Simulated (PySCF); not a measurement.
# C5H6Cl2O: magnetic properties

Wanted: magnetic properties for C5H6Cl2O (`CC(C)=C(Cl)C(=O)Cl`).

Computed with PySCF 2.14.0 and routines of our own; the level stands in each step. Atoms count from 0.

## (1) The system as given

14 atoms, charge 0, multiplicity 1; geometry from: GFN2-xTB.

## (2) Magnetic properties: GIAO BHandHLYP/pcSseg-1

Job settings and geometry (Å):

```
{"job": {"kind": "mag", "xc": "BHandHLYP", "basis": "pcSseg-1", "isotopologues": 2}, "charge": 0, "multiplicity": 1}
C     -1.267818     1.291109    -0.206389
C     -0.305752     0.166705    -0.032993
C     -0.895698    -1.166161     0.274605
C      1.030514     0.360144    -0.132446
Cl     1.663428     1.942633    -0.447809
C      1.996773    -0.715731     0.025733
O      1.756346    -1.875840     0.178466
Cl     3.683985    -0.189804    -0.010976
H     -1.484974     1.730184     0.768210
H     -2.203169     0.929439    -0.626377
H     -0.859262     2.073028    -0.840098
H     -0.799838    -1.825168    -0.588248
H     -0.367203    -1.654534     1.090260
H     -1.948011    -1.066476     0.525897
```

Method: GIAO BHandHLYP/pcSseg-1 magnetisability, rotational g tensor and spin-rotation constants, non-relativistic, gas phase.

Started as:

```bash
$ OMP_NUM_THREADS=1 python excited_run.py task.json out
```

The driver reads the jobs from task.json and runs them one after another.

The log of the run:

```text
coarse grid: 13488 points
cycle   1  E = -1189.3031014931  dE =  1.492e+00  |g| = 8.710e-01  |ddm| = 3.579e+00
cycle   2  E = -1189.0638842484  dE =  2.392e-01  |g| = 1.466e+00  |ddm| = 2.093e+00
cycle   3  E = -1189.4658285112  dE = -4.019e-01  |g| = 1.066e-01  |ddm| = 1.395e+00
cycle   4  E = -1189.4678402405  dE = -2.012e-03  |g| = 6.795e-02  |ddm| = 2.134e-01
cycle   5  E = -1189.4688923890  dE = -1.052e-03  |g| = 1.128e-02  |ddm| = 8.557e-02
cycle   6  E = -1189.4689286375  dE = -3.625e-05  |g| = 5.358e-03  |ddm| = 2.100e-02
cycle   7  E = -1189.4689368724  dE = -8.235e-06  |g| = 1.761e-03  |ddm| = 7.972e-03
final grid: 122976 points
cycle   8  E = -1189.5106294194  dE = -1.599e-05  |g| = 3.192e-03  |ddm| = 1.868e-02
cycle   9  E = -1189.5106289289  dE =  4.905e-07  |g| = 3.631e-03  |ddm| = 6.815e-03
cycle  10  E = -1189.5106318250  dE = -2.896e-06  |g| = 5.776e-04  |ddm| = 4.003e-03
cycle  11  E = -1189.5106318953  dE = -7.031e-08  |g| = 2.008e-04  |ddm| = 6.198e-04
cycle  12  E = -1189.5106319043  dE = -9.005e-09  |g| = 7.405e-05  |ddm| = 3.156e-04
cycle  13  E = -1189.5106319060  dE = -1.703e-09  |g| = 2.568e-05  |ddm| = 1.025e-04
cycle  14  E = -1189.5106319062  dE = -2.356e-10  |g| = 9.315e-06  |ddm| = 5.445e-05
converged SCF energy = -1189.5106319062

Magnetisability tensor (1e-30 J/T^2)
    -1339.94      -21.59       -8.81
      -21.59    -1288.78      -30.66
       -8.81      -30.66    -1546.99
isotropic -1391.90   principal values   -1551.18  -1346.16  -1278.37
isotropic susceptibility -83.822 1e-6 cm^3/mol

Inertial axes            a          b          c
rot. const./GHz      2.0243     1.1733     0.7505
chi total           -80.197    -77.931    -93.339
chi diamagnetic    -677.196  -1107.064  -1648.699
chi paramagnetic    596.999   1029.133   1555.359
quadrupole/D A        6.893     -6.693     -0.200
g nuclear            0.5378     0.5531     0.5434
g electronic        -0.5677    -0.5673    -0.5484
g total             -0.0299    -0.0142    -0.0050

Spin-rotation constants (kHz, H = +C I.J)
atom  isotope        aa         bb         cc
  4   35Cl        0.624      0.160      0.220
  7   35Cl        0.382      0.642      0.312
  8     1H       -0.199     -0.124      0.009
  9     1H       -0.019     -0.116     -0.067
 10     1H       -0.196      0.005     -0.065
 11     1H       -0.214     -0.089     -0.003
 12     1H       -0.134     -0.072     -0.037
 13     1H        0.048     -0.128     -0.083
  0    13C*       0.319      0.171      0.131
  1    13C*       0.970      0.642      0.099
  2    13C*       0.345      0.166      0.116
  3    13C*       0.508      0.553      0.168
  5    13C*       1.109      0.362      0.220
  6    17O*      -1.196     -1.060     -0.077
* in the singly substituted isotopologue

Isotopologues: g along a, b, c
2H    at 8,9,10,11,12,1    -0.0277    -0.0131    -0.0048
13C   at 0                 -0.0298    -0.0140    -0.0050
```

It took 33 s on 1 thread of Arm Neoverse V1, shared host; peak memory 0.88 GiB.

From this job:

| quantity | value |
| --- | --- |
| magnetisability | -1392·10⁻³⁰ J/T² |
| molar susceptibility | -83.8·10⁻⁶ cm³/mol |
| rotational g (a, b, c) | -0.0299, -0.0142, -0.0050 |

## (3) Magnetic properties: GIAO B97-D/6-31++G** in cyclohexane

The job, as its differences from that of step 2:

```diff
@@ -1,2 +1,2 @@
-{"job": {"kind": "mag", "xc": "BHandHLYP", "basis": "pcSseg-1", "isotopologues": 2}, "charge": 0, "multiplicity": 1}
+{"job": {"kind": "mag", "xc": "B97-D", "basis": "6-31++G**", "solvent": "cyclohexane"}, "charge": 0, "multiplicity": 1}
 C     -1.267818     1.291109    -0.206389
```

Method: GIAO B97-D/6-31++G** magnetisability, non-relativistic, IEF-PCM cyclohexane.

The log of the run:

```text
coarse grid: 13488 points
cycle   1  E = -1189.4980796308  dE =  1.053e+00  |g| = 9.137e-01  |ddm| = 7.808e+00
cycle   2  E = -1188.0995500534  dE =  1.399e+00  |g| = 2.635e+00  |ddm| = 1.743e+01
cycle   3  E = -1189.6290942933  dE = -1.530e+00  |g| = 4.181e-01  |ddm| = 1.398e+01
cycle   4  E = -1189.6696856445  dE = -4.059e-02  |g| = 1.870e-01  |ddm| = 2.520e+00
cycle   5  E = -1189.6752566023  dE = -5.571e-03  |g| = 1.154e-01  |ddm| = 9.867e-01
cycle   6  E = -1189.6789498318  dE = -3.693e-03  |g| = 2.816e-02  |ddm| = 4.664e-01
cycle   7  E = -1189.6791413093  dE = -1.915e-04  |g| = 7.836e-03  |ddm| = 1.553e-01
cycle   8  E = -1189.6791576814  dE = -1.637e-05  |g| = 2.428e-03  |ddm| = 6.574e-02
cycle   9  E = -1189.6791593226  dE = -1.641e-06  |g| = 6.650e-04  |ddm| = 1.256e-02
final grid: 122976 points
cycle  10  E = -1189.5788225861  dE = -3.856e-05  |g| = 1.291e-02  |ddm| = 6.810e-01
cycle  11  E = -1189.5786897690  dE =  1.328e-04  |g| = 2.473e-02  |ddm| = 1.591e-01
cycle  12  E = -1189.5788680650  dE = -1.783e-04  |g| = 3.451e-03  |ddm| = 1.301e-01
cycle  13  E = -1189.5788704577  dE = -2.393e-06  |g| = 1.301e-03  |ddm| = 1.485e-02
cycle  14  E = -1189.5788708417  dE = -3.840e-07  |g| = 1.724e-04  |ddm| = 6.719e-03
cycle  15  E = -1189.5788708492  dE = -7.558e-09  |g| = 5.011e-05  |ddm| = 1.600e-03
cycle  16  E = -1189.5788708498  dE = -6.007e-10  |g| = 1.572e-05  |ddm| = 2.133e-04
converged SCF energy = -1189.5788708498

Magnetisability tensor (1e-30 J/T^2)
    -1291.34      -28.63       -8.96
      -28.63    -1255.61      -25.20
       -8.96      -25.20    -1493.68
isotropic -1346.88   principal values   -1497.01  -1305.14  -1238.48
isotropic susceptibility -81.111 1e-6 cm^3/mol

Inertial axes            a          b          c
rot. const./GHz      2.0243     1.1733     0.7505
chi total           -77.160    -76.117    -90.055
chi diamagnetic    -675.965  -1105.953  -1647.735
chi paramagnetic    598.805   1029.835   1557.679
quadrupole/D A        6.675     -6.709      0.035
```

It took 28 s on 1 thread of Arm Neoverse V1, shared host; peak memory 0.74 GiB.

In short:

```csv
quantity,value
magnetisability,-1347·10⁻³⁰ J/T²
molar susceptibility,-81.1·10⁻⁶ cm³/mol
```

## (4) What came out

```
                                                quantity                      value
       magnetisability (step 2, GIAO BHandHLYP/pcSseg-1)           -1392·10⁻³⁰ J/T²
  molar susceptibility (step 2, GIAO BHandHLYP/pcSseg-1)         -83.8·10⁻⁶ cm³/mol
rotational g (a, b, c) (step 2, GIAO BHandHLYP/pcSseg-1)  -0.0299, -0.0142, -0.0050
```

**Reading.** The values above hold for this geometry and these levels alone. Vibrational averaging and real surroundings are missing from these values.
